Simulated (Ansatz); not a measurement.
# H5NO2Si2: the cost of one run

Computed with Ansatz 0.2.0. Level: RKS PBE0-D4/def2-SVP.

### Step 1. Where the work starts

SMILES `O[SiH]1N[SiH2]O1`, 10 atoms, charge 0, spin multiplicity 1.

Atoms are counted from 1 here; the program's logs count them from 0.

Bond lengths: O1–Si2 1.664 Å, O1–H6 0.974 Å, Si2–N3 1.758 Å, Si2–O5 1.712 Å, Si2–H7 1.489 Å, N3–Si4 1.758 Å, N3–H8 1.019 Å, Si4–O5 1.711 Å, Si4–H9 1.505 Å, Si4–H10 1.503 Å. Angles: Si2–O1–H6 115.2°, O1–Si2–N3 118.1°, O1–Si2–O5 115.2°, O1–Si2–H7 103.0°, N3–Si2–O5 88.1°, N3–Si2–H7 118.5°, O5–Si2–H7 114.4°, Si2–N3–Si4 90.3°, Si2–N3–H8 134.2°, Si4–N3–H8 135.1° and more.

Geometry (Å):

```
O    -2.18102    0.09055   -0.90712
Si   -0.53401   -0.14720   -0.92236
N     0.19667   -0.95931    0.45468
Si    1.18474    0.45884    0.77829
O     0.40406    1.23121   -0.53344
H    -2.53832    0.46636   -0.08261
H    -0.28668   -0.69668   -2.28449
H     0.14051   -1.90267    0.83562
H     0.94851    1.15314    2.09194
H     2.66554    0.30577    0.56951
```

This geometry comes from a loose relaxation at PBE in a small basis, which is not shown.

### Step 3. The grid

First coordinate, bond length O1–Si2: 9 values from 1.35 to 2.47 Å. Second coordinate, bond length O1–H6: 9 values from 0.808 to 1.251 Å.

Nothing else is relaxed (all other coordinates rigid). Energies count from the relaxed molecule at the same level.

(The set-up runs are not shown.)

### Step 4. The run at bond length O1–Si2 = 1.35 Å, bond length O1–H6 = 1.251 Å

Input file input.yaml:

```yaml
crystal:
  periodic: [false, false, false]
  atoms:
    - { symbol: O, position_ang: [-2.15919, 0.090891, -0.885384] }
    - { symbol: Si, position_ang: [-0.82272, -0.104782, -0.912999] }
    - { symbol: "N", position_ang: [-0.092013, -0.910892, 0.449462] }
    - { symbol: Si, position_ang: [0.883243, 0.498632, 0.77701] }
    - { symbol: O, position_ang: [0.108791, 1.254801, -0.524744] }
    - { symbol: H, position_ang: [-2.63681, 0.584935, 0.159987] }
    - { symbol: H, position_ang: [-0.574537, -0.650316, -2.263584] }
    - { symbol: H, position_ang: [-0.155564, -1.842954, 0.833959] }
    - { symbol: H, position_ang: [0.641424, 1.185647, 2.079517] }
    - { symbol: H, position_ang: [2.353052, 0.351217, 0.576351] }
basis:
  gaussian: { orbitals: def2-SVP }
hamiltonian:
  xc: pbe0
  dispersion: d4
output:
  forces: true
```

Started as:

```sh
ansatz run input.yaml --threads 1 --pin off --max-ram 2560MiB --backend cpu --events-out ev --progress --plain --runs-dir out
```

What time and memory should one allow on 1 thread of Intel Xeon at 2.50GHz (Skylake/Cascade Lake), shared host?

About 9.9 s, with a peak of 0.21 GiB.
